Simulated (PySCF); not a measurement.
# C4H4Cl3N: the cost of one run

Computed with PySCF 2.14.0 and routines of our own; the level stands in each step. Atoms count from 0.

## (1) The starting structure

12 atoms, charge 0, multiplicity 1; geometry from: GFN2-xTB.

## (2) Magnetic properties: GIAO KT3/pcSseg-1

Job settings and geometry (Å):

```
{"job": {"kind": "mag", "xc": "KT3", "basis": "pcSseg-1", "isotopologues": 2}, "charge": 0, "multiplicity": 1}
N      3.316216    -0.305982     0.068922
C      2.235615    -0.095559    -0.234764
C      0.868135     0.166260    -0.609175
C     -0.078004    -0.206208     0.538327
C     -1.532894     0.053340     0.188895
Cl    -1.808220     1.774945    -0.170565
Cl    -2.573195    -0.400763     1.563934
Cl    -2.032281    -0.905749    -1.225244
H      0.633687    -0.419871    -1.501488
H      0.771018     1.227229    -0.853357
H      0.031485    -1.265854     0.780525
H      0.169635     0.377526     1.427963
```

Level: GIAO KT3/pcSseg-1 magnetisability, rotational g tensor and spin-rotation constants, non-relativistic, gas phase.

Started as:

```console
OMP_NUM_THREADS=1 python excited_run.py task.json out
```

One launch serves the whole session: the jobs run in the order shown.

Q: Estimate the wall time and peak memory of this first job on 1 thread of Arm Neoverse V1, shared host.

About 47 s, with a peak of 0.69 GiB.
